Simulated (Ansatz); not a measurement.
# HfIn4SiO6 (C2) in Ansatz: band structure with r2SCAN

Aim: the band structure of HfIn4SiO6 with r2SCAN.

Everything below comes from runs of Ansatz 0.2.0. Logs are shortened: lines on timing, memory, paths and dates and some standing lists are left out, and cuts for length are marked.

## Step 1: Starting point

It takes space group C2 (No. 5, monoclinic). Conventional cell: a = 5.432 Å, b = 9.407 Å, c = 7.635 Å, α = 90.00°, β = 104.03°, γ = 90.00°. Hf (site symmetry 2) is surrounded by 6 O at 2.13 to 2.14 Å. In (site symmetry 2) is surrounded by 2 O at 2.73 Å and 4 In at 3.12 Å. Around In (site symmetry 2) lie 6 O at 2.23 Å. Around In (site symmetry 2) lie 2 O at 2.73 Å and 3 In at 3.07 to 3.12 Å. Around In (site symmetry 2) lie 2 O at 2.73 Å and 3 In at 3.07 to 3.12 Å. Around Si (site symmetry 2) lie 6 O at 1.85 Å. O (site symmetry 1) is surrounded by 1 Si at 1.85 Å. O (site symmetry 1) has 1 Si at 1.85 Å as nearest neighbours.

The cell was built by a generator and needn't be a form met in nature.

## Step 2: Band structure, r2SCAN, spin-orbit coupling, no magnetisation

Contents of input.yaml:

```yaml
crystal:
  lattice:
    - [2.71603, -4.70332, 0.00448]
    - [2.71603, 4.70332, 0.00448]
    - [-1.86309, 0.0, 7.40415]
  atoms:
    - { symbol: Hf, position: [0.2048, 0.7952, 0.0] }
    - { symbol: In, position: [0.37139, 0.62861, 0.5] }
    - { symbol: In, position: [0.53812, 0.46188, 0.0] }
    - { symbol: In, position: [0.035, 0.965, 0.5] }
    - { symbol: In, position: [0.70907, 0.29093, 0.5] }
    - { symbol: Si, position: [0.87146, 0.12854, 0.0] }
    - { symbol: O, position: [0.10741, 0.06918, 0.86667] }
    - { symbol: O, position: [0.93082, 0.89259, 0.13333] }
    - { symbol: O, position: [0.83975, 0.3782, 0.86669] }
    - { symbol: O, position: [0.6218, 0.16025, 0.13331] }
    - { symbol: O, position: [0.19813, 0.46891, 0.13338] }
    - { symbol: O, position: [0.53109, 0.80187, 0.86662] }
hamiltonian:
  xc: r2scan
  pseudopotentials: { kind: paw_fr }
magnetization:
  noncollinear: true
  spin_orbit: true
kpoints:
  mp_grid: { grid: [4, 4, 3] }
  band_path:
    path:
      - [[0.0, 0.0, 0.0], [-0.3333683603, -0.3333683603, 0.0568123951], [-0.3635703138, -0.3635703138, 0.4070283114], [-0.3031664068, -0.3031664068, 0.7065964788], [0.0, 0.0, 0.5], [-0.5, 0.5, 0.5], [-0.6364296862, 0.3635703138, 0.5929716886]]
      - [[-0.6968335932, 0.3031664068, 0.2934035212], [-0.6666316397, 0.3333683603, -0.0568123951], [-0.5, 0.5, 0.0], [0.0, 0.0, 0.0], [-0.5, 0.0, 0.0]]
      - [[-0.5, 0.0, 0.5], [0.0, 0.0, 0.0]]
    npoints: 10
scf:
  occupations: { method: fermi_dirac, width: 0.05 }
  n_extra_bands: 30
output:
  forces: true
  stress: true
  eigenvalues: true
  fatbands: true
```

Potentials or basis: Ansatz PAW.

Run with:

```bash
$ ansatz run input.yaml --threads 8 --pin off --max-ram 20480MiB --backend cpu --events-out ev --progress --plain --runs-dir out
```

The log of the run:

```text
Warning: RAYON_NUM_THREADS=8 ignored (pool sized by the plan → 8); use --threads N
scf.n_extra_bands = 30 over 118 filled bands (N_el = 118.0): the run solves 148 bands
Engine: ansatz 0.2.0, x86_64-unknown-linux-gnu
Pseudopotentials: kind: paw_fr
Pseudopotential: Hf, paw_fr, valence charge 26, recommended cutoff 500 eV (meta_gga), Hf.paw.azcp#standard-fr
Pseudopotential: In, paw_fr, valence charge 13, recommended cutoff 500 eV (meta_gga), In.paw.azcp#standard-fr
Pseudopotential: Si, paw_fr, valence charge 4, recommended cutoff 500 eV (meta_gga), Si.paw.azcp#standard-fr
Pseudopotential: O, paw_fr, valence charge 6, recommended cutoff 500 eV (meta_gga), O.paw.azcp#standard-fr
Functional definition: r2SCAN
  parameter k0 = 0.174
  parameter k1 = 0.065
  parameter a1 = 4.9479
  exchange = r2scan_x(k0 = k0, k1 = k1, a1 = a1)
  correlation = r2scan_c
non-collinear run that drives no moment, with spin-orbit: no starting moment large enough to seed its density (crystal.atoms[].spin), no starting occupations that ask for one, no magnetisation constraint and no magnetic field, so the semilocal B_xc is pinned to zero
Crystal: 12 atoms, lattice volume = 189.245 Å³
Basis set: ecut = 500 eV, 4773 PW (Γ), exchange–correlation on 160×160×240 points (64 copies of the dense FFT grid, shifted against one another)
Bands: 148, of which v1, the nominal top of the filled ones, is band 118 counted from 1 (117 counted from 0)
Symmetry: 2 space group operations + 2 with time reversal
Magnetic group: BNS 5.14 (UNI 21), of the structure as read, at distance tolerance 5.7e-5 Å
k-points: 17 of 48 (time reversal used)
[... 65 lines left out ...]
  E_paw        = -25101.384102  (= ΣΔE_a)
  E_vpaw       = -46.154208  (= ΣTr[D̂ρ^β])
  E_aug_tail   = 0.006158  (compensation charges beyond the density's cutoff)
  E_vtau       = 87.366359  (kinetic-family band-sum trace: ∫τ·v_τ [+ j·A + Jᵃ·Aᵃ] dr)
  E_ewald      = -10086.237727
  E_core_change = 3.945411  (= ΣΔE_core)
  E_smearing   = -0.007668  (= −TS)
  E_closure    = -0.000000  (closes the sum)
  Σ components = -42174.300267   (vs F -42174.300267, Δ=0.00e0)
--- Forces (eV/Å), atoms counted from 1 ---
  atom   1  Hf     0.00000000    -0.00287568     0.00000000
  atom   2  In     0.00000000    -0.03776587     0.00000000
  atom   3  In     0.00000000    -0.00813435     0.00000000
  atom   4  In     0.00000000    -0.02664241     0.00000000
  atom   5  In     0.00000000     0.06675775     0.00000000
  atom   6  Si     0.00000000    -0.00196134     0.00000000
  atom   7  O     -0.01262544     0.00762466     0.30388224
  atom   8  O      0.01262544     0.00762466    -0.30388224
  atom   9  O      0.01098968    -0.02392679     0.31290874
  atom  10  O     -0.01098968    -0.02392679    -0.31290874
  atom  11  O      0.00228259     0.02161956    -0.31241998
  atom  12  O     -0.00228259     0.02161956     0.31241998
  max |Σ_I F_I| component: 1.30e-5 eV/Å
--- Stress (GPa, compression-positive) ---
       -5.365509       0.000000       0.019821
        0.000000      -5.310862       0.000000
        0.019820       0.000000      -3.792210
  P = ⅓ Tr σ = -4.8229 GPa (-48.229 kbar)
--- Band table (eV; the first three rows and the last of 17) ---
  k-point 0: bands = ["-54.6065", "-54.6065", "-28.3026", "-28.3026", "-20.7215", "-20.7215", "-20.6988", "-20.6988", "-11.9568", "-11.9568", "-10.5314", "-10.5314", "-10.4815", "-10.4815", "-9.8481", "-9.8481", "-9.6647", "-9.6647", "-9.5741", "-9.5741", "-5.8421", "-5.8421", "-5.7714", "-5.7714", "-5.0669", "-5.0669", "-5.0173", "-5.0173", "-5.0068", "-5.0068", "-4.9686", "-4.9686", "-4.9524", "-4.9524", "-4.9341", "-4.9341", "-4.9095", "-4.9095", "-4.9066", "-4.9066", "-4.8749", "-4.8749", "-4.1949", "-4.1949", "-4.1663", "-4.1663", "-4.1291", "-4.1291", "-4.1270", "-4.1270", "-4.0499", "-4.0499", "-4.0459", "-4.0459", "-4.0215", "-4.0215", "-4.0198", "-4.0198", "-3.9886", "-3.9886", "-3.9278", "-3.9278", "-3.8988", "-3.8988", "-3.8771", "-3.8771", "-2.1855", "-2.1855", "-2.1711", "-2.1711", "-2.1484", "-2.1484", "-2.1397", "-2.1397", "0.6419", "0.6419", "2.0246", "2.0246", "2.8042", "2.8042", "2.8327", "2.8327", "3.7058", "3.7058", "3.7858", "3.7858", "4.0966", "4.0966", "4.2611", "4.2611", "4.8234", "4.8234", "4.8983", "4.8983", "4.9240", "4.9240", "5.8913", "5.8913", "6.0903", "6.0903", "6.1915", "6.1915", "6.4291", "6.4291", "6.5325", "6.5325", "6.5783", "6.5783", "6.9630", "6.9630", "7.0530", "7.0530", "10.2308", "10.2308", "10.4222", "10.4222", "10.4771", "10.4771", "10.5643", "10.5643", "10.8189", "10.8189", "10.9049", "10.9049", "11.6763", "11.6763", "11.9221", "11.9221", "12.9588", "12.9588", "13.3024", "13.3024", "13.4848", "13.4848", "15.5227", "15.5227", "16.5637", "16.5637", "17.0737", "17.0737", "17.2060", "17.2060", "17.3290", "17.3290", "17.8545", "17.8545", "17.9421", "17.9421"]
  k-point 1: bands = ["-54.6065", "-54.6065", "-28.3026", "-28.3026", "-20.7215", "-20.7215", "-20.6988", "-20.6988", "-11.9533", "-11.9533", "-10.5315", "-10.5315", "-10.4816", "-10.4815", "-9.8558", "-9.8558", "-9.6655", "-9.6655", "-9.5744", "-9.5743", "-5.8412", "-5.8412", "-5.7714", "-5.7714", "-5.0545", "-5.0542", "-5.0245", "-5.0240", "-5.0066", "-5.0064", "-4.9661", "-4.9650", "-4.9589", "-4.9569", "-4.9328", "-4.9318", "-4.9094", "-4.9083", "-4.9075", "-4.9066", "-4.8748", "-4.8743", "-4.1949", "-4.1949", "-4.1640", "-4.1640", "-4.1295", "-4.1295", "-4.1266", "-4.1266", "-4.0493", "-4.0487", "-4.0469", "-4.0464", "-4.0212", "-4.0211", "-4.0201", "-4.0200", "-3.9888", "-3.9887", "-3.9277", "-3.9277", "-3.8989", "-3.8987", "-3.8770", "-3.8768", "-2.1856", "-2.1856", "-2.1711", "-2.1711", "-2.1484", "-2.1484", "-2.1399", "-2.1397", "0.7158", "0.7163", "2.1587", "2.1596", "2.8041", "2.8044", "2.8328", "2.8331", "3.3101", "3.3126", "3.7998", "3.8044", "4.0954", "4.0992", "4.2611", "4.2617", "4.3571", "4.3576", "4.8969", "4.8981", "4.9211", "4.9223", "6.1138", "6.1151", "6.1635", "6.1651", "6.3932", "6.4015", "6.5282", "6.5360", "6.5732", "6.5798", "6.9365", "6.9379", "6.9781", "6.9821", "7.0361", "7.0392", "10.1760", "10.1860", "10.2909", "10.2939", "10.3739", "10.3761", "10.5671", "10.5958", "10.6855", "10.7167", "10.8422", "10.8717", "10.9162", "10.9360", "12.6660", "12.6759", "13.2754", "13.2832", "13.3080", "13.3095", "13.4855", "13.4906", "15.0705", "15.0711", "16.6222", "16.6601", "16.8186", "16.8858", "17.3915", "17.4393", "17.4793", "17.5151", "17.6793", "17.6927", "17.8937", "17.9457"]
  k-point 2: bands = ["-54.6065", "-54.6065", "-28.3029", "-28.3029", "-20.7264", "-20.7263", "-20.7003", "-20.6996", "-11.7553", "-11.7550", "-10.6066", "-10.6006", "-10.4123", "-10.3933", "-10.0028", "-9.9287", "-9.8195", "-9.7841", "-9.6282", "-9.5577", "-5.8354", "-5.8301", "-5.7781", "-5.7769", "-5.0585", "-5.0575", "-5.0108", "-5.0069", "-4.9960", "-4.9944", "-4.9807", "-4.9781", "-4.9681", "-4.9656", "-4.9395", "-4.9371", "-4.9343", "-4.9319", "-4.9283", "-4.9244", "-4.8810", "-4.8794", "-4.1874", "-4.1857", "-4.1812", "-4.1796", "-4.1719", "-4.1705", "-4.1372", "-4.1365", "-4.0810", "-4.0807", "-4.0570", "-4.0561", "-4.0124", "-4.0122", "-3.9338", "-3.9331", "-3.9269", "-3.9254", "-3.9047", "-3.9035", "-3.8980", "-3.8967", "-3.8755", "-3.8722", "-2.1861", "-2.1860", "-2.1745", "-2.1744", "-2.1545", "-2.1528", "-2.1343", "-2.1340", "0.8654", "0.8679", "2.2934", "2.2968", "2.9628", "2.9767", "2.9877", "2.9940", "3.2101", "3.2444", "3.3505", "3.3549", "4.1661", "4.1895", "4.3913", "4.4200", "4.7470", "4.7537", "5.2497", "5.3010", "5.3298", "5.3824", "5.6886", "5.6993", "5.7745", "5.8027", "6.1591", "6.1649", "6.3033", "6.3135", "6.4201", "6.4512", "6.6766", "6.6850", "6.7464", "6.7690", "7.0630", "7.0704", "7.7513", "7.7568", "9.0150", "9.0164", "9.3554", "9.3571", "11.8317", "11.8457", "12.3107", "12.3370", "12.4805", "12.5392", "12.8923", "12.9508", "13.1788", "13.2585", "13.3115", "13.4089", "13.5343", "13.6138", "14.7234", "14.7302", "14.9315", "14.9618", "15.7598", "15.8309", "16.1315", "16.1507", "16.8581", "16.9390", "17.0716", "17.0941", "17.4541", "17.5518", "17.7187", "17.7854"]
  k-point 16: bands = ["-54.6065", "-54.6065", "-28.3032", "-28.3032", "-20.7314", "-20.7314", "-20.7007", "-20.7007", "-11.4854", "-11.4852", "-10.7198", "-10.7195", "-10.2990", "-10.2987", "-10.0405", "-10.0376", "-9.9970", "-9.9940", "-9.6575", "-9.6572", "-5.8230", "-5.8227", "-5.7838", "-5.7834", "-5.0654", "-5.0632", "-5.0515", "-5.0501", "-4.9965", "-4.9951", "-4.9870", "-4.9853", "-4.9522", "-4.9509", "-4.9474", "-4.9469", "-4.9415", "-4.9394", "-4.9184", "-4.9177", "-4.8756", "-4.8718", "-4.1956", "-4.1946", "-4.1935", "-4.1926", "-4.1899", "-4.1890", "-4.0820", "-4.0818", "-4.0758", "-4.0756", "-4.0497", "-4.0491", "-3.9873", "-3.9872", "-3.9647", "-3.9645", "-3.9272", "-3.9269", "-3.9063", "-3.9058", "-3.8705", "-3.8695", "-3.8228", "-3.8226", "-2.1867", "-2.1867", "-2.1780", "-2.1780", "-2.1581", "-2.1579", "-2.1285", "-2.1283", "1.1249", "1.1251", "2.6222", "2.6227", "2.7756", "2.7783", "3.0889", "3.0928", "3.2681", "3.2696", "3.7192", "3.7417", "3.9573", "3.9951", "4.3782", "4.3837", "4.7066", "4.7175", "4.9477", "4.9703", "5.0055", "5.0294", "5.4928", "5.5090", "5.6257", "5.6469", "5.9455", "5.9486", "6.0368", "6.0916", "6.3105", "6.3168", "6.7483", "6.7727", "7.0130", "7.0275", "7.1980", "7.2165", "7.4287", "7.4300", "8.4310", "8.4316", "9.0501", "9.0520", "12.0900", "12.1073", "12.6019", "12.6299", "13.0380", "13.1095", "13.1853", "13.2626", "13.3989", "13.4622", "13.9028", "13.9335", "15.3823", "15.4231", "15.6211", "15.6568", "15.6931", "15.7420", "16.0384", "16.1124", "16.4240", "16.4562", "16.6508", "16.6841", "16.8419", "16.8704", "17.0047", "17.0425", "17.5231", "17.5336"]
```

Run time: 3.2 min. Hardware: 8 threads of Intel Xeon at 2.60GHz (Ice Lake), shared host; peak memory 6.7 GiB.

What came out:

```
Free energy            : -42174.3003 eV
Pressure               : -4.8 GPa
Largest force          : 0.314 eV/Å
Band gap on the k mesh : none (metal or under the smearing width)
```

Forces on the atoms (eV/Å):
```
Hf   0.000 -0.003  0.000
In   0.000 -0.038  0.000
In   0.000 -0.008  0.000
In   0.000 -0.027  0.000
In   0.000  0.067  0.000
Si   0.000 -0.002  0.000
O   -0.013  0.008  0.304
O    0.013  0.008 -0.304
O    0.011 -0.024  0.313
O   -0.011 -0.024 -0.313
O    0.002  0.022 -0.312
O   -0.002  0.022  0.312
```

Stress tensor (GPa, compression positive):
```
-5.37  0.00  0.02
 0.00 -5.31  0.00
 0.02  0.00 -3.79
```

Levels at the corners of the path, in eV from the Fermi level:
```
point  band 114  band 115  band 116  band 117  band 118  band 119  band 120  band 121  band 122  band 123
    Γ     -0.91     -0.72     -0.72     -0.67     -0.67     -0.58     -0.58     -0.33     -0.33     -0.24
    Y     -3.94     -3.90     -3.87      1.27      1.28      1.36      1.39      1.45      1.53      1.84
    F     -3.74     -3.67     -3.66      0.82      0.83      1.16      1.17      1.54      1.62      1.67
    H     -3.84     -3.74     -3.72      1.07      1.11      1.21      1.26      1.47      1.48      1.57
    Z     -1.18     -0.91     -0.91     -0.72     -0.72     -0.55     -0.55     -0.51     -0.51     -0.29
    I     -3.62     -2.71     -2.71     -2.15     -2.15      0.89      0.89      1.40      1.40      1.97
   F1     -3.74     -3.67     -3.66      0.82      0.83      1.16      1.17      1.54      1.62      1.67
   H1     -3.84     -3.74     -3.72      1.07      1.11      1.21      1.26      1.47      1.48      1.57
   Y1     -3.94     -3.90     -3.87      1.27      1.28      1.36      1.39      1.45      1.53      1.84
    X     -4.02     -2.64     -2.64     -1.99     -1.99      1.28      1.28      1.58      1.58      1.68
    Γ     -0.91     -0.72     -0.72     -0.67     -0.67     -0.58     -0.58     -0.33     -0.33     -0.24
    N     -3.89     -2.71     -2.71     -2.17     -2.17      1.19      1.19      1.51      1.51      1.86
    M     -3.70     -2.62     -2.62     -1.98     -1.98      0.98      0.98      1.37      1.37      1.92
    Γ     -0.91     -0.72     -0.72     -0.67     -0.67     -0.58     -0.58     -0.33     -0.33     -0.24
```

Caveat: the PAW data sets come from PBE, with cores solved anew for the run's functional, which leaves a small shift of forces and pressure.
